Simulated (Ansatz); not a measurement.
**HfRu: strong compression**

Aim: compress HfRu step by step, far beyond the usual range, and follow pressure and electronic structure. Methods of the runs shown: PAW. Its runs: atoms relaxed at the given volume (PAW); volume scaled by 1 (PAW); atoms relaxed at 0.75 of the volume (PAW); volume scaled by 0.75 (PAW); atoms relaxed at 0.45 of the volume (PAW); volume scaled by 0.45 (PAW); atoms relaxed at 0.4 of the volume (PAW); volume scaled by 0.4 (PAW).

Program: Ansatz 0.2.0. Level of theory: DFT, PBEsol, PAW with Ansatz's default frozen-core files, scalar-relativistic. These are calculated values, not measurements.

## 1. The starting structure

It takes space group Pm-3m (No. 221, cubic). Conventional cell: a = 3.233 Å, b = 3.233 Å, c = 3.233 Å, α = 90.00°, β = 90.00°, γ = 90.00°. Hf (site symmetry m-3m) has 8 Ru at 2.80 Å as nearest neighbours. Ru (site symmetry m-3m) is surrounded by 8 Hf at 2.80 Å.

Structure file:

```
CELL_PARAMETERS angstrom
3.23300 0.00000 0.00000
0.00000 3.23300 0.00000
0.00000 0.00000 3.23300
ATOMIC_POSITIONS crystal
Hf 0.00000 0.00000 0.00000
Ru 0.50000 0.50000 0.50000
```

Whether this phase is the stable one at these pressures isn't tested.

Atoms are numbered in the order of the input: Hf1, Ru2.

## 2. Atoms relaxed at the given volume, PAW

Contents of input.yaml:

```yaml
crystal:
  lattice:
    - [3.233, 0.0, 0.0]
    - [0.0, 3.233, 0.0]
    - [0.0, 0.0, 3.233]
  atoms:
    - { symbol: Hf, position: [0.0, 0.0, 0.0] }
    - { symbol: Ru, position: [0.5, 0.5, 0.5] }
kpoints:
  mp_grid: { grid: [11, 11, 11] }
scf:
  occupations: { method: fermi_dirac, width: 0.05 }
hamiltonian:
  xc: pbesol
  pseudopotentials: { kind: paw }
output:
  forces: true
  stress: true
relax:
  f_tol: 0.01
  max_steps: 30
```

Launch:

```sh
ansatz run input.yaml --threads 1 --pin off --max-ram 2048MiB --backend cpu --events-out ev --progress --plain --runs-dir out
```

After this run come: Volume scaled by 1, PAW; Atoms relaxed at 0.75 of the volume, PAW; Volume scaled by 0.75, PAW; Atoms relaxed at 0.45 of the volume, PAW; Volume scaled by 0.45, PAW; Atoms relaxed at 0.4 of the volume, PAW; Volume scaled by 0.4, PAW.

Q: Predict the outcome of this session. Wanted: PAW pressure at 0.4 of the volume; fitted bulk modulus at zero pressure.

**Answer**, as computed:

| quantity | value |
| --- | --- |
| PAW pressure at 0.4 of the volume | 1174.5 GPa |
| fitted bulk modulus at zero pressure (PAW) | 214 GPa |
| its pressure derivative | 4.02 |

In words: At 0.4 of the starting volume PAW gives 1175 GPa. One third-order Birch-Murnaghan curve follows these points (B₀ = 214 GPa, B′ = 4.02, misfit at most 1.99 GPa). A fit over so wide a range leans to the high pressures, so B₀ can be off by several per cent. No all-electron run checks these rows here, and frozen cores can fail under such compression. The ions are at rest, and the electrons smeared by 0.05 eV. Spin-orbit coupling is left out, though the cell holds Hf; in elements this heavy it can shift bands and gaps by tenths of an eV.
